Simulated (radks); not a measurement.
# The series with 2 electrons, He to Ne⁸⁺

One table from this session's results is given with a row withheld; the runs are named, their logs left out.

The numbers are computed with radks (a radial shooting solver on a logarithmic mesh, Libxc functionals) version 1 (Dirac Kohn-Sham, BLYP, spin-unpolarised, spherical densities, point nucleus), except any that are marked as measured or tabulated.

### The system

| Item | Value |
| --- | --- |
| electrons | 2 |
| ions | He, Li⁺, Be²⁺, B³⁺, C⁴⁺, N⁵⁺, O⁶⁺, F⁷⁺, Ne⁸⁺ |
| configuration | NIST ground configuration of each |

Set-up of the first run:

The run's settings:

```text
Z 2
configuration [He]
relativity Dirac
functional b88,lyp
spin unpolarised
j_filling energy
nucleus point
c 137.035999084
```

Steps of the session up to this table: He, [He]; Li⁺, [He]; Be²⁺, [He]; B³⁺, [He]; C⁴⁺, [He]; N⁵⁺, [He]; O⁶⁺, [He]; F⁷⁺, [He]; Ne⁸⁺, [He].

One table of the session follows, with a row left open; its other results are not shown here.

| ion | E (hartree) | ε(1s1/2) (eV) | <r>(1s1/2) (bohr) |
| --- | --- | --- | --- |
| He | -2.90721 | -15.916 | 0.9456 |
| Li⁺ | ? | ? | ? |
| Be²⁺ | -13.65280 | -132.71 | 0.4173 |
| B³⁺ | -22.02701 | -231.91 | 0.3263 |
| C⁴⁺ | -32.40464 | -358.35 | 0.2679 |
| N⁵⁺ | -44.78753 | -512.07 | 0.2272 |
| O⁶⁺ | -59.17778 | -693.08 | 0.1972 |
| F⁷⁺ | -75.57777 | -901.41 | 0.1742 |
| Ne⁸⁺ | -93.99017 | -1137.1 | 0.1560 |

Estimate the missing values for Li⁺.

As computed: E (hartree): -7.28025; ε(1s1/2) (eV): -60.719; <r>(1s1/2) (bohr): 0.5788. In the column «E (hartree)» it lies between Be²⁺ (-13.65280) and He (-2.90721).
